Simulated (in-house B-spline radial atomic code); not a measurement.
# Ta⁵⁷⁺: excited configurations

Aim: the energies of several excited configurations of Ta⁵⁷⁺ above a reference configuration, each from its own self-consistent run.

Program: in-house B-spline radial atomic code version 1. Level of theory: Dirac-Hartree-Fock, average of configuration, Fermi nucleus, basis-set limit. These are calculated values, not measurements, unless marked.

**1. What is computed**

```
element       : tantalum (Z = 73)
charge        : +57
electrons     : 16
configuration : [Ne] 3s2 3p4
Hamiltonian   : Dirac-Coulomb
nucleus       : Fermi, rms radius 5.351 fm
```

Outer shells as boxes (Hund's rule):

[Ne] 3s2 3p4
```
[Ne] core
3s [↑↓]
3p [↑↓][↑ ][↑ ]
```

The boxes draw the filling by Hund's rule, which heavy ions in jj coupling don't follow; these runs average over all states of the configuration.

The run's settings:

```ini
Z = 73
electrons = 16.0
configuration = [Ne] 3s2 3p4
hamiltonian = dirac
method = hf
spin_polarised = False
nucleus = fermi
rms_radius = 5.3507
mass_number = 181
atomic_mass = 180.947998528
speed_of_light = 137.035999084
```

The reference is known from an earlier run: -12142.600190 hartree in all. Up to eight levels, counted from the top:

| orbital | occupation | energy (eV) | <r> (bohr) |
| --- | --- | --- | --- |
| 1s1/2 | 2 | -72200.0 | 0.01866 |
| 2s1/2 | 2 | -15970.3 | 0.07736 |
| 2p1/2 | 2 | -15463.1 | 0.06416 |
| 2p3/2 | 4 | -14161.9 | 0.07168 |
| 3s1/2 | 2 | -6313.95 | 0.1891 |
| 3p1/2 | 1.33333 | -6126.92 | 0.1781 |
| 3p3/2 | 2.66667 | -5790.09 | 0.1894 |

**2. Run with [Ne] 3s1 3p5**

The run's settings:

```ini
Z = 73
electrons = 16.0
configuration = [Ne] 3s1 3p5
hamiltonian = dirac
method = hf
spin_polarised = False
nucleus = fermi
rms_radius = 5.3507
mass_number = 181
atomic_mass = 180.947998528
speed_of_light = 137.035999084
```

**3. [He] 2s2 2p5 3s2 3p5**

The settings differ from step 2 so:

```diff
@@ -2,3 +2,3 @@
 electrons = 16.0
-configuration = [Ne] 3s1 3p5
+configuration = [He] 2s2 2p5 3s2 3p5
 hamiltonian = dirac
```

**4. Run with [Ne] 3s1 3p4 5g1**

The settings differ from step 3 so:

```diff
@@ -2,3 +2,3 @@
 electrons = 16.0
-configuration = [He] 2s2 2p5 3s2 3p5
+configuration = [Ne] 3s1 3p4 5g1
 hamiltonian = dirac
```

**5. Run with [Ne] 3s1 3p4 6g1**

The settings differ from step 4 so:

```diff
@@ -2,3 +2,3 @@
 electrons = 16.0
-configuration = [Ne] 3s1 3p4 5g1
+configuration = [Ne] 3s1 3p4 6g1
 hamiltonian = dirac
```

**6. [He] 2s2 2p5 3s2 3p4 4s1**

The settings differ from step 5 so:

```diff
@@ -2,3 +2,3 @@
 electrons = 16.0
-configuration = [Ne] 3s1 3p4 6g1
+configuration = [He] 2s2 2p5 3s2 3p4 4s1
 hamiltonian = dirac
```

Q: How far above the reference does each configuration lie (order and size, in eV)?

As calculated:

| net move | configuration | energy above the reference (eV) | with Breit, QED, recoil (eV) | largest <r> (bohr) |
| --- | --- | --- | --- | --- |
| 3s → 3p | [Ne] 3s1 3p5 | 421.78 | 418.67 | 0.189 |
| 3s → 5g | [Ne] 3s1 3p4 5g1 | 4474.00 | 4463.48 | 0.470 |
| 3s → 6g | [Ne] 3s1 3p4 6g1 | 5035.16 | 5024.64 | 0.753 |
| 2p → 3p | [He] 2s2 2p5 3s2 3p5 | 8632.45 | 8608.47 | 0.192 |
| 2p → 4s | [He] 2s2 2p5 3s2 3p4 4s1 | 11231.1 | 11204.9 | 0.353 |

Quantum defects of the promoted electron, δ = n − ζ/√(−2ε) with ζ = 58 and ε its orbital energy in hartree:

| promotion | δ |
| --- | --- |
| 3s → 5g | 0.011 |
| 3s → 6g | 0.016 |
| 2p → 4s | 0.307 |

The lowest of them is 3s → 3p at 421.78 eV and the highest 2p → 4s at 11231.1 eV. 2 of them lie more than 2 % above the ionisation threshold that Koopmans' theorem gives (5790.09 eV), where such states can decay by emitting an electron. Of those tabulated, the defect is largest for 4s (0.31) and least for 5g (0.01); at this charge much of the defect is relativistic. Two partly filled shells share a symmetry and can mix in the average, which may lower the energy, for: 2p → 3p; 2p → 4s. These are averages over configurations, without correlation, not spectroscopic levels.
